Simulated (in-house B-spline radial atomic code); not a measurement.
**O⁻: ionisation energy by several methods**

One table from this session's results is given with a row withheld; the runs are named, their logs left out.

The numbers are computed with in-house B-spline radial atomic code version 1 (non-relativistic, several functionals, spin-polarised, exact exchange averaged over the configuration; spherical all-electron atom at the radial basis limit), except any that are marked as measured or tabulated.

## The system

* element: oxygen (Z = 8)
* charge: -1
* electrons: 9
* configuration: [He] 2s2 2p5
* nucleus: point

Outer shells as boxes (Hund's rule):

[He] 2s2 2p5
```
[He] core
2s [↑↓]
2p [↑↓][↑↓][↑ ]
```

Where spins are not typed, each open shell is filled with up spins first.

The anion's configuration is assumed.

Set-up of the first run:

Input settings:

```ini
Z = 8
electrons = 9.0
configuration = [He] 2s2 2p5
hamiltonian = nr
method = lc_wpbe
spin_polarised = True
exact_exchange = averaged over the configuration
```

Command:

```sh
$ python run_scf.py task.json out
```

The settings of every run stand in task.json; they run in order.

Among the steps run: LC-ωPBE; ωB97X; BHandHLYP; CAM-B3LYP; Hartree-Fock; M06-2X.

One table of the session follows, with a row left open; its other results are not shown here.

| method | ΔSCF (eV) |
| --- | --- |
| BHandHLYP | 1.138 |
| M06-2X | ? |
| LC-ωPBE | 1.715 |
| ωB97X | 1.612 |
| CAM-B3LYP | 1.724 |
| Hartree-Fock | -0.559 |

Q: Estimate the row for M06-2X from the others.

As computed: ΔSCF (eV): 1.290. In the column «ΔSCF (eV)» it lies between BHandHLYP (1.138) and ωB97X (1.612).

What this shows: Against the tabulated electron affinity, 1.46111 eV (measured; CRC Handbook (2014) and Andersen), the best here is ωB97X (+0.150 eV) and the worst Hartree-Fock (-2.020 eV, or 138 %). Mean absolute error by rung (exchange-only levels left out): global hybrid 0.25 eV, range-separated hybrid 0.22 eV, Hartree-Fock 2.02 eV. Open shells are averaged (over orientations, and over spins where the run is restricted), while tables refer to the lowest levels.

Members of this set that are not shown: 6 did not converge.

**Measured values.**

CRC Handbook (2014) and Andersen reports: electron affinity of O 1.46111 eV.
